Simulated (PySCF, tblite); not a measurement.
# C4H13NSi: a rotation path, then NMR shifts on frames, part 2 of 2

tblite 0.8.0 and PySCF 2.14.0. Atoms count from 0. Earlier steps stand in the parts before.

## 5. NMR shieldings: image 4, PBE0/pcSseg-1

Job settings and geometry (Å):

```
{"job": {"kind": "nmr", "xc": "PBE0", "basis": "pcSseg-1", "pop": false}, "charge": 0, "multiplicity": 1}
C     -1.633300     1.072100    -0.292000
C     -0.914400    -0.274400    -0.361000
C     -1.885500    -1.394800     0.006100
C      0.302600    -0.302800     0.569100
N      1.340600     0.619000     0.163900
Si     3.020200     0.425700     0.422000
H     -0.955000     1.898800    -0.491800
H     -2.061300     1.215000     0.697900
H     -2.434900     1.111400    -1.026100
H     -0.558400    -0.434600    -1.385700
H     -2.744700    -1.382900    -0.660600
H     -1.404700    -2.367200    -0.067700
H     -2.241900    -1.266500     1.026600
H     -0.028800    -0.065400     1.591000
H      0.715000    -1.317000     0.589000
H      1.022200     1.294000    -0.509900
H      3.637200    -0.654400    -0.368300
H      3.587900     1.713600     0.026200
H      3.227400     0.119600     1.840200
```

Level: GIAO PBE0/pcSseg-1 NMR shielding, non-relativistic, gas phase.

Log:

```text
coarse grid: 15096 points
cycle   1  E = -503.9887390748  dE =  3.477e-01  |g| = 4.701e-01  |ddm| = 3.639e+00
cycle   2  E = -503.9612189192  dE =  2.752e-02  |g| = 5.911e-01  |ddm| = 9.987e-01
cycle   3  E = -504.0427209066  dE = -8.150e-02  |g| = 6.328e-02  |ddm| = 6.118e-01
cycle   4  E = -504.0434329917  dE = -7.121e-04  |g| = 2.752e-02  |ddm| = 7.541e-02
cycle   5  E = -504.0436038622  dE = -1.709e-04  |g| = 4.516e-03  |ddm| = 2.582e-02
cycle   6  E = -504.0436079746  dE = -4.112e-06  |g| = 1.429e-03  |ddm| = 5.300e-03
final grid: 137592 points
cycle   7  E = -504.0777779310  dE = -3.891e-05  |g| = 9.202e-03  |ddm| = 2.958e-02
cycle   8  E = -504.0777669907  dE =  1.094e-05  |g| = 1.138e-02  |ddm| = 1.863e-02
cycle   9  E = -504.0777995309  dE = -3.254e-05  |g| = 7.248e-04  |ddm| = 1.061e-02
cycle  10  E = -504.0777996315  dE = -1.006e-07  |g| = 2.640e-04  |ddm| = 8.228e-04
cycle  11  E = -504.0777996457  dE = -1.418e-08  |g| = 5.860e-05  |ddm| = 2.579e-04
cycle  12  E = -504.0777996464  dE = -6.988e-10  |g| = 1.921e-05  |ddm| = 6.984e-05
converged SCF energy = -504.0777996464

GIAO shielding tensors (ppm)
atom      isotropic    diamagn.    paramagn.     s11        s22        s33       span
  0 C      165.818     248.702     -82.884    149.184    161.198    187.072     37.888
  1 C      151.671     246.380     -94.709    137.995    153.019    163.999     26.004
  2 C      163.549     246.810     -83.261    145.014    156.185    189.447     44.433
  3 C      132.629     245.469    -112.840    115.158    125.633    157.095     41.936
  4 N      255.208     325.329     -70.120    202.854    266.359    296.413     93.559
  5 Si     410.424     880.055    -469.631    361.694    389.063    480.515    118.821
  6 H       30.430      31.971      -1.542     24.908     30.456     35.925     11.017
  7 H       31.258      31.114       0.144     28.070     28.618     37.086      9.016
  8 H       30.679      30.404       0.275     26.522     28.012     37.503     10.981
  9 H       30.327      33.303      -2.976     27.303     28.724     34.955      7.652
 10 H       30.632      29.445       1.187     26.194     28.256     37.448     11.253
 11 H       30.640      30.124       0.516     25.928     28.440     37.552     11.624
 12 H       30.991      30.249       0.742     27.602     28.935     36.436      8.834
 13 H       28.992      32.299      -3.308     24.313     29.262     33.399      9.085
 14 H       29.018      33.080      -4.062     23.403     30.841     32.811      9.408
 15 H       32.090      36.115      -4.025     21.748     33.447     41.074     19.327
 16 H       26.963      29.130      -2.167     22.842     25.359     32.687      9.846
 17 H       27.111      28.831      -1.720     23.489     25.351     32.492      9.003
 18 H       27.020      29.043      -2.023     23.227     25.471     32.361      9.134
```

Wall time 21 s (1 thread of Intel Xeon Platinum 8488C, shared host); peak memory 0.88 GiB.

Key values: δ C3 54.3, C1 35.3, C2 23.4, C0 21.1, H16 4.75, H18 4.70 ppm.

## 6. Nuclear shieldings: image 6, PBE0/pcSseg-1

Job settings and geometry (Å):

```
{"job": {"kind": "nmr", "xc": "PBE0", "basis": "pcSseg-1", "pop": false}, "charge": 0, "multiplicity": 1}
C     -1.579500     1.022400    -0.472600
C     -0.820600    -0.292000    -0.298800
C     -1.807300    -1.414400     0.015500
C      0.228800    -0.185800     0.819600
N      1.297100     0.736800     0.533000
Si     2.933500     0.342400     0.221200
H     -0.903500     1.849100    -0.680500
H     -2.140900     1.252100     0.431100
H     -2.277700     0.949100    -1.303300
H     -0.294600    -0.522400    -1.231900
H     -2.555300    -1.492500    -0.770200
H     -1.296300    -2.370000     0.102300
H     -2.318900    -1.213800     0.955400
H     -0.281000     0.116800     1.745900
H      0.674600    -1.168000     0.988500
H      0.949800     1.638100     0.248400
H      3.179200    -0.449700    -0.996200
H      3.586200     1.644600     0.094700
H      3.416600    -0.433600     1.367000
```

Method: GIAO PBE0/pcSseg-1 NMR shielding, non-relativistic, gas phase.

Log:

```text
coarse grid: 15096 points
cycle   1  E = -503.9903952074  dE =  3.475e-01  |g| = 4.698e-01  |ddm| = 3.635e+00
cycle   2  E = -503.9635907477  dE =  2.680e-02  |g| = 5.879e-01  |ddm| = 1.009e+00
cycle   3  E = -504.0445938093  dE = -8.100e-02  |g| = 6.361e-02  |ddm| = 6.175e-01
cycle   4  E = -504.0453116568  dE = -7.178e-04  |g| = 2.771e-02  |ddm| = 7.695e-02
cycle   5  E = -504.0454844006  dE = -1.727e-04  |g| = 4.849e-03  |ddm| = 2.720e-02
cycle   6  E = -504.0454891616  dE = -4.761e-06  |g| = 1.508e-03  |ddm| = 5.708e-03
final grid: 137592 points
cycle   7  E = -504.0794192569  dE = -3.792e-05  |g| = 9.237e-03  |ddm| = 2.559e-02
cycle   8  E = -504.0794076474  dE =  1.161e-05  |g| = 1.153e-02  |ddm| = 1.925e-02
cycle   9  E = -504.0794410018  dE = -3.335e-05  |g| = 6.994e-04  |ddm| = 1.091e-02
cycle  10  E = -504.0794410946  dE = -9.281e-08  |g| = 2.566e-04  |ddm| = 7.891e-04
cycle  11  E = -504.0794411081  dE = -1.351e-08  |g| = 5.681e-05  |ddm| = 2.601e-04
cycle  12  E = -504.0794411088  dE = -6.569e-10  |g| = 1.889e-05  |ddm| = 6.943e-05
converged SCF energy = -504.0794411088

GIAO shielding tensors (ppm)
atom      isotropic    diamagn.    paramagn.     s11        s22        s33       span
  0 C      166.078     249.012     -82.934    149.794    161.511    186.930     37.136
  1 C      151.246     246.551     -95.305    136.723    153.566    163.451     26.728
  2 C      164.265     247.467     -83.202    145.951    157.576    189.269     43.319
  3 C      131.003     245.256    -114.253    106.752    131.980    154.278     47.526
  4 N      253.215     324.682     -71.466    220.344    245.752    293.550     73.206
  5 Si     410.123     880.119    -469.996    364.210    385.872    480.286    116.076
  6 H       30.489      32.209      -1.721     25.150     30.255     36.061     10.911
  7 H       31.416      31.344       0.072     28.215     28.768     37.264      9.049
  8 H       30.638      30.570       0.068     26.408     28.080     37.425     11.018
  9 H       30.320      33.545      -3.225     27.398     28.716     34.847      7.449
 10 H       30.654      29.730       0.923     26.182     28.309     37.470     11.287
 11 H       30.706      30.454       0.252     25.955     28.560     37.603     11.648
 12 H       31.086      30.474       0.611     27.720     28.990     36.547      8.827
 13 H       29.067      31.833      -2.766     23.743     29.659     33.798     10.055
 14 H       29.132      33.112      -3.980     23.764     31.276     32.357      8.593
 15 H       31.601      35.230      -3.630     21.437     32.420     40.945     19.507
 16 H       26.945      29.677      -2.732     22.697     25.602     32.535      9.839
 17 H       27.109      28.852      -1.744     23.666     25.178     32.481      8.816
 18 H       26.995      29.061      -2.066     23.076     25.494     32.414      9.338
```

It took 22 s on 1 thread of Intel Xeon Platinum 8488C, shared host; peak memory 0.84 GiB.

This run: δ C3 55.9, C1 35.7, C2 22.7, C0 20.8, H16 4.77, H18 4.72 ppm.

## 7. Nuclear shieldings: image 8, PBE0/pcSseg-1

Job settings and geometry (Å):

```
{"job": {"kind": "nmr", "xc": "PBE0", "basis": "pcSseg-1", "pop": false}, "charge": 0, "multiplicity": 1}
C     -1.409700     0.963800    -0.618000
C     -0.707700    -0.329600    -0.212800
C     -1.730800    -1.431500     0.048300
C      0.165100    -0.118000     1.035600
N      1.267900     0.791900     0.850700
Si     2.717800     0.364000     0.035600
H     -0.686200     1.743300    -0.847500
H     -2.053200     1.312300     0.188100
H     -2.024500     0.802200    -1.500900
H     -0.047000    -0.641700    -1.029200
H     -2.354000    -1.589800    -0.829000
H     -1.234100    -2.368300     0.290400
H     -2.374900    -1.159100     0.882200
H     -0.465000     0.247700     1.855200
H      0.585800    -1.080900     1.335900
H      0.951600     1.745700     0.763300
H      2.602400     0.086700    -1.407700
H      3.589400     1.520200     0.231400
H      3.197200    -0.849600     0.697500
```

Method: GIAO PBE0/pcSseg-1 NMR shielding, non-relativistic, gas phase.

Log:

```text
coarse grid: 15096 points
cycle   1  E = -503.9909096149  dE =  3.481e-01  |g| = 4.698e-01  |ddm| = 3.631e+00
cycle   2  E = -503.9649774131  dE =  2.593e-02  |g| = 5.844e-01  |ddm| = 9.943e-01
cycle   3  E = -504.0453940294  dE = -8.042e-02  |g| = 6.463e-02  |ddm| = 6.052e-01
cycle   4  E = -504.0461372552  dE = -7.432e-04  |g| = 2.778e-02  |ddm| = 7.801e-02
cycle   5  E = -504.0463101306  dE = -1.729e-04  |g| = 5.109e-03  |ddm| = 2.829e-02
cycle   6  E = -504.0463154639  dE = -5.333e-06  |g| = 1.559e-03  |ddm| = 6.075e-03
final grid: 137592 points
cycle   7  E = -504.0801974195  dE = -4.328e-05  |g| = 9.625e-03  |ddm| = 2.945e-02
cycle   8  E = -504.0801850147  dE =  1.240e-05  |g| = 1.199e-02  |ddm| = 1.980e-02
cycle   9  E = -504.0802208843  dE = -3.587e-05  |g| = 7.671e-04  |ddm| = 1.127e-02
cycle  10  E = -504.0802209957  dE = -1.114e-07  |g| = 2.814e-04  |ddm| = 8.659e-04
cycle  11  E = -504.0802210122  dE = -1.655e-08  |g| = 6.098e-05  |ddm| = 3.052e-04
cycle  12  E = -504.0802210130  dE = -7.547e-10  |g| = 2.090e-05  |ddm| = 7.309e-05
converged SCF energy = -504.0802210130

GIAO shielding tensors (ppm)
atom      isotropic    diamagn.    paramagn.     s11        s22        s33       span
  0 C      166.315     249.081     -82.765    149.894    162.161    186.890     36.996
  1 C      152.499     247.768     -95.269    144.063    152.326    161.108     17.045
  2 C      164.858     247.512     -82.654    147.740    157.814    189.020     41.280
  3 C      129.407     245.652    -116.245    103.116    132.201    152.904     49.788
  4 N      246.403     323.327     -76.923    221.686    242.233    275.291     53.604
  5 Si     408.370     880.245    -471.876    361.675    383.243    480.192    118.517
  6 H       30.277      32.337      -2.060     25.125     29.964     35.740     10.615
  7 H       31.461      31.622      -0.161     28.392     28.657     37.333      8.941
  8 H       30.696      30.883      -0.188     26.524     28.168     37.396     10.872
  9 H       30.190      34.293      -4.102     26.718     29.119     34.734      8.016
 10 H       30.650      29.951       0.699     26.236     28.242     37.473     11.237
 11 H       30.714      30.578       0.136     25.989     28.574     37.577     11.588
 12 H       31.157      30.586       0.571     27.670     29.053     36.749      9.079
 13 H       29.222      31.857      -2.636     23.957     29.829     33.878      9.921
 14 H       28.932      32.754      -3.823     23.585     30.657     32.553      8.968
 15 H       31.384      34.168      -2.784     22.819     30.370     40.964     18.145
 16 H       26.879      30.131      -3.251     22.659     25.755     32.224      9.565
 17 H       27.128      28.877      -1.749     23.591     25.084     32.711      9.120
 18 H       27.225      29.685      -2.459     23.829     25.501     32.346      8.517
```

It took 21 s on 1 thread of Intel Xeon Platinum 8488C, shared host; peak memory 0.84 GiB.

This run: δ C3 57.5, C1 34.4, C2 22.1, C0 20.6, H16 4.84, H17 4.59 ppm.

## 8. Run by run: NMR shifts

Shifts (ppm) of some atoms, chosen among heavy atoms and hydrogens apart, with basis size and wall time:

| frame | C3 | C1 | C2 | H6 | H15 | N4 | Si5 | functions | time |
| --- | --- | --- | --- | --- | --- | --- | --- | --- | --- |
| image 0 | 56.5 | 37.9 | 22.2 | 2.13 | -0.62 | 23.8 | -57.0 | 174 | 21 s |
| image 2 | 55.6 | 37.4 | 22.9 | 2.01 | -0.85 | 28.2 | -56.4 | 174 | 20 s |
| image 4 | 54.3 | 35.3 | 23.4 | 1.29 | -0.37 | 12.5 | -61.3 | 174 | 21 s |
| image 6 | 55.9 | 35.7 | 22.7 | 1.23 | 0.12 | 14.5 | -61.0 | 174 | 22 s |
| image 8 | 57.5 | 34.4 | 22.1 | 1.44 | 0.33 | 21.3 | -59.2 | 174 | 21 s |

## 9. Results

This closing draws on all 2 parts.

| quantity | value |
| --- | --- |
| barrier | 0.102 eV (2.3 kcal/mol) at image 4 |
| end to end (GFN2-xTB) | -0.018 eV |
| ¹³C shifts against TMS (PBE0/pcSseg-1, image 0) | 56.5, 37.9, 22.2, 21.0 ppm |
| ¹H shifts against TMS (PBE0/pcSseg-1, image 0) | 4.80, 4.68, 4.54, 3.26, 2.13, 1.89, 1.17, 1.16, 1.09, 0.91, 0.54, 0.31, -0.62 ppm |
| ¹⁵N shifts against NH3 (PBE0/pcSseg-1, image 0) | 23.8 ppm |
| ²⁹Si shifts against TMS (PBE0/pcSseg-1, image 0) | -57.0 ppm |
| range of the shift of N4 | 12.5 to 28.2 ppm |

**Reading.** Along the band the dihedral turns by 140°, and the top (dihedral 210°) lies 2.3 kcal/mol above the start (GFN2-xTB, rough), so at room temperature this motion is fast. Ends this close can change order at a higher level. The top was not checked by a frequency run. Shifts at one fixed geometry are not the observed spectrum, which averages over the motion. In the first frame run (image 0): Shielding is most anisotropic at Si5 (span 123 ppm, paramagnetic term -474 ppm). Across the 5 runs the shift of N4 moves most, between 12.5 (image 4) and 28.2 ppm (image 2).
